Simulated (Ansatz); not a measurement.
**CH₆BF₂NSi: up Jacob's ladder to CCSD(T)**

An exercise on one series of results from a longer session: the logs are not shown, and one member is left open.

Program: Ansatz 0.2.0, Gaussian basis. Level of theory: functionals in def2-TZVPP, the program's frozen cores in correlated methods. These are calculated values, not measurements.

Plan: LDA (SPW92), PBE-D4, revPBE-D4, BLYP-D4, r2SCAN-D4, B97M-V, PBE0-D4, B3LYP-D4, r2SCANh-D4, r2SCAN0-D4, HSE06-D4, BHLYP-D4, CAM-B3LYP-D4, LC-ωPBE, ωB97X-V, ωB97M-V, B2PLYP, PBE-QIDH; CCSD(T)/def2-SVP; CCSD(T)/def2-TZVPP; MP2/def2-QZVPP; extrapolation to the limit; RPA on PBE.

## The relaxed structure

All runs share one geometry, relaxed beforehand with PBE0-D4 in a triple-zeta def2 set.

SMILES `B[C@@H](F)[Si@@H](N)F`, 12 atoms, charge 0, spin multiplicity 1.

Atoms are counted from 1 here; the program's logs count them from 0.

Bond lengths: B1–C2 1.528 Å, B1–H7 1.192 Å, B1–H8 1.197 Å, C2–F3 1.403 Å, C2–Si4 1.909 Å, C2–H9 1.101 Å, Si4–N5 1.687 Å, Si4–F6 1.606 Å, Si4–H10 1.478 Å, N5–H11 1.007 Å, N5–H12 1.006 Å. Angles: C2–B1–H7 122.3°, C2–B1–H8 116.9°, H7–B1–H8 120.8°, B1–C2–F3 116.4°, B1–C2–Si4 108.1°, B1–C2–H9 112.0°, F3–C2–Si4 108.0°, F3–C2–H9 108.0°, Si4–C2–H9 103.3°, C2–Si4–N5 105.8°, C2–Si4–F6 107.7°, C2–Si4–H10 112.4°, N5–Si4–F6 114.4°, N5–Si4–H10 111.3°, F6–Si4–H10 105.2°, Si4–N5–H11 120.2°, Si4–N5–H12 123.3°, H11–N5–H12 112.8°.

Set-up of the first run:

Input file in.yaml:

```yaml
crystal:
  periodic: [false, false, false]
  atoms:
    - {symbol: B, position_ang: [-1.948724, -0.304875, 0.534888]}
    - {symbol: C, position_ang: [-0.705581, -0.653287, -0.282551]}
    - {symbol: F, position_ang: [-0.766585, -0.382814, -1.657874]}
    - {symbol: Si, position_ang: [0.772591, 0.311110, 0.444023]}
    - {symbol: N, position_ang: [1.913065, 0.405461, -0.795890]}
    - {symbol: F, position_ang: [0.226132, 1.732286, 0.953947]}
    - {symbol: H, position_ang: [-2.867178, 0.297423, 0.070865]}
    - {symbol: H, position_ang: [-1.941872, -0.617399, 1.690635]}
    - {symbol: H, position_ang: [-0.408707, -1.705493, -0.155031]}
    - {symbol: H, position_ang: [1.336904, -0.341635, 1.643883]}
    - {symbol: H, position_ang: [1.613387, 0.470238, -1.755199]}
    - {symbol: H, position_ang: [2.853368, 0.733884, -0.657594]}
basis:
  gaussian: {orbitals: def2-TZVPP}
hamiltonian: {xc: lda}
output: {orbitals: {seedname: orbitals}}
```

Among the steps run: LDA; PBE-D4 (GGA); revPBE-D4 (GGA); BLYP-D4 (GGA); r2SCAN-D4 (meta-GGA); B97M-V (meta-GGA); PBE0-D4 (hybrid); B3LYP-D4 (hybrid); r2SCANh-D4 (hybrid); r2SCAN0-D4 (hybrid); HSE06-D4 (hybrid); BHLYP-D4 (hybrid); CAM-B3LYP-D4 (range-separated); LC-ωPBE (range-separated); ωB97X-V (range-separated); ωB97M-V (range-separated); B2PLYP (double hybrid); PBE-QIDH (double hybrid).

One of the session's tables, all rows but one given; the rest of the session is left out.

It belongs to the step «Frontier levels by functional». 

```
  functional  HOMO (eV)  LUMO (eV)  gap (eV)
 LDA (SPW92)      -6.96      -2.75      4.20
      PBE-D4      -6.76      -2.45      4.30
   revPBE-D4      -6.68      -2.33      4.35
     BLYP-D4      -6.62      -2.31      4.32
   r2SCAN-D4      -7.06      -2.08      4.98
      B97M-V      -7.17      -2.19      4.98
     PBE0-D4      -8.23      -1.46      6.76
    B3LYP-D4      -7.97      -1.69      6.27
  r2SCANh-D4      -7.61      -1.74      5.87
  r2SCAN0-D4      -8.45      -1.24      7.21
    HSE06-D4      -7.82      -1.85      5.97
    BHLYP-D4          ?          ?         ?
CAM-B3LYP-D4      -9.70      -0.38      9.32
     LC-ωPBE     -11.12       0.85     11.97
     ωB97X-V     -10.73       0.74     11.47
     ωB97M-V     -10.65       0.48     11.13
```

**Question.** Estimate the row for BHLYP-D4.

Worked estimate for «HOMO (eV)». Against the share of exact exchange, BLYP-D4 (0, -6.62), B3LYP-D4 (0.2, -7.97) give a slope of -6.75 per unit share; at 0.5 the line stands at -9.99.

**Answer.** HOMO (eV): -9.61; LUMO (eV): -0.43; gap (eV): 9.18. In «HOMO (eV)» the line misses by -0.38.
